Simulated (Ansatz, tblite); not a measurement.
# B(NH3)F3 (BF3H3N): a ladder of methods and basis sets

An exercise on one series of results from a longer session: the logs are not shown, and one member is left open.

Computed with Ansatz 0.2.0, Gaussian basis. Level: as each input shows.

Plan: GFN1-xTB, GFN2-xTB, PBE-D4/def2-TZVP, r2SCAN-D4/def2-TZVP, HSE06-D4/def2-TZVP, ωB97M-V/def2-TZVP, B2PLYP/def2-TZVP, BLYP-D4/def2-TZVP, LDA/def2-TZVP, HF/def2-TZVP, LC-ωPBE/def2-TZVP, PBE-D4/def2-SVP, PBE0-D4/def2-SVP, HF/STO-3G, HF/6-31G, B3LYP-D4/6-31G, CCSD(T)/def2-TZVPP, MP2/def2-TZVP, RPA/def2-TZVP.

## The relaxed structure

The singlet was relaxed beforehand with r2SCAN-D4/def2-SVP.

8 atoms, charge 0, spin multiplicity 1.

Bond lengths: B1–N2 1.688 Å, B1–F6 1.369 Å, B1–F7 1.369 Å, B1–F8 1.369 Å, N2–H3 1.022 Å, N2–H4 1.022 Å, N2–H5 1.022 Å. Angles: N2–B1–F6 103.6°, N2–B1–F7 103.6°, N2–B1–F8 103.6°, F6–B1–F7 114.6°, F6–B1–F8 114.6°, F7–B1–F8 114.6°, B1–N2–H3 110.4°, B1–N2–H4 110.4°, B1–N2–H5 110.4°, H3–N2–H4 108.5°, H3–N2–H5 108.5°, H4–N2–H5 108.5°.

As a file:

```xyz
8
charge 0, multiplicity 1
B    -0.0023    0.0031   -0.8564
N     0.0023   -0.0029    0.8312
H    -0.9539    0.0344    1.1904
H     0.5152    0.8053    1.1892
H     0.4483   -0.8524    1.1835
F     1.3266   -0.0275   -1.1830
F    -0.6406    1.1717   -1.1734
F    -0.6956   -1.1315   -1.1814
```

PBE0-D4/def2-TZVP was run before; its log isn't repeated, and its numbers join the tables.

The first run:

Tight binding, by tblite at 300 K electronic temperature and without a spin-polarisation term:

```python
tblite.interface.Calculator('GFN1-xTB', numbers, positions, charge=0, uhf=0).singlepoint()
```

Tight binding, by tblite at 300 K electronic temperature and without a spin-polarisation term:

```python
tblite.interface.Calculator('GFN2-xTB', numbers, positions, charge=0, uhf=0).singlepoint()
```

start.molden holds the orbitals of an earlier run on this state, given as this run's starting guess.

The input, in.yaml:

```yaml
crystal:
  periodic: [false, false, false]
  atoms:
    - {symbol: B, position_ang: [-0.002315, 0.003052, -0.856416]}
    - {symbol: N, position_ang: [0.002256, -0.002949, 0.831197]}
    - {symbol: H, position_ang: [-0.953866, 0.034391, 1.190382]}
    - {symbol: H, position_ang: [0.515189, 0.805315, 1.189231]}
    - {symbol: H, position_ang: [0.448282, -0.852384, 1.183476]}
    - {symbol: F, position_ang: [1.326569, -0.027539, -1.183013]}
    - {symbol: F, position_ang: [-0.640565, 1.171662, -1.173419]}
    - {symbol: F, position_ang: [-0.695560, -1.131537, -1.181429]}
basis:
  gaussian: {orbitals: def2-TZVP, initial_orbitals: start.molden}
hamiltonian: {xc: pbe, dispersion: d4}
scf: {omitted_lower_state_checks: [starts]}
output: {orbitals: {seedname: orbitals}}
```

The run is started by

```sh
$ ansatz run in.yaml --threads 4 --pin off --events-out ev --progress --plain --max-ram 3916MiB
```

Among the steps run: PBE-D4/def2-TZVP; r2SCAN-D4/def2-TZVP; HSE06-D4/def2-TZVP; ωB97M-V/def2-TZVP; B2PLYP/def2-TZVP; BLYP-D4/def2-TZVP; LDA/def2-TZVP; HF/def2-TZVP; LC-ωPBE/def2-TZVP; PBE-D4/def2-SVP; PBE0-D4/def2-SVP; HF/STO-3G; HF/6-31G; B3LYP-D4/6-31G; CCSD(T)/def2-TZVPP; MP2/def2-TZVP; RPA/def2-TZVP.

One table of the session follows, with a row left open; its other results are not shown here.

| method | binding an atom (eV) |
| --- | --- |
| HF/STO-3G | 3.090 |
| HF/6-31G | 2.812 |
| HF/def2-TZVP | 3.124 |
| HF/def2-TZVPP | 3.132 |
| LDA/def2-TZVP | 4.954 |
| PBE-D4/def2-SVP | 4.439 |
| PBE-D4/def2-TZVP | 4.364 |
| BLYP-D4/def2-TZVP | 4.281 |
| r2SCAN-D4/def2-TZVP | 4.274 |
| B3LYP-D4/6-31G | 4.042 |
| PBE0-D4/def2-SVP | 4.310 |
| PBE0-D4/def2-TZVP | 4.249 |
| HSE06-D4/def2-TZVP | 4.253 |
| LC-ωPBE/def2-TZVP | 4.273 |
| ωB97M-V/def2-TZVP | 4.283 |
| MP2/def2-TZVP | 4.276 |
| CCSD/def2-TZVPP | 4.109 |
| CCSD(T)/def2-TZVPP | ? |

Estimate the missing values for CCSD(T)/def2-TZVPP.

As computed: binding an atom (eV): 4.172. In the column «binding an atom (eV)» it lies between CCSD/def2-TZVPP (4.109) and PBE0-D4/def2-TZVP (4.249).

Among the levels timed on like hardware and quicker than the yardstick, those that no quicker one beats, quickest first: HF/STO-3G (0.1 s, -1.082 eV); B3LYP-D4/6-31G (0.55 s, -0.130 eV); BLYP-D4/def2-TZVP (1.1 s, +0.109 eV); MP2/def2-TZVP (1.3 s, +0.105 eV); LC-ωPBE/def2-TZVP (1.4 s, +0.101 eV); PBE0-D4/def2-TZVP (1.4 s, +0.077 eV).

Caveats from the session: Free atoms were run apart at each level; binding is atoms less cluster, divided by the number of atoms, without zero-point or spin-orbit terms. CCSD(T)/def2-TZVPP isn't at the basis-set limit; small misses against it rank nothing.
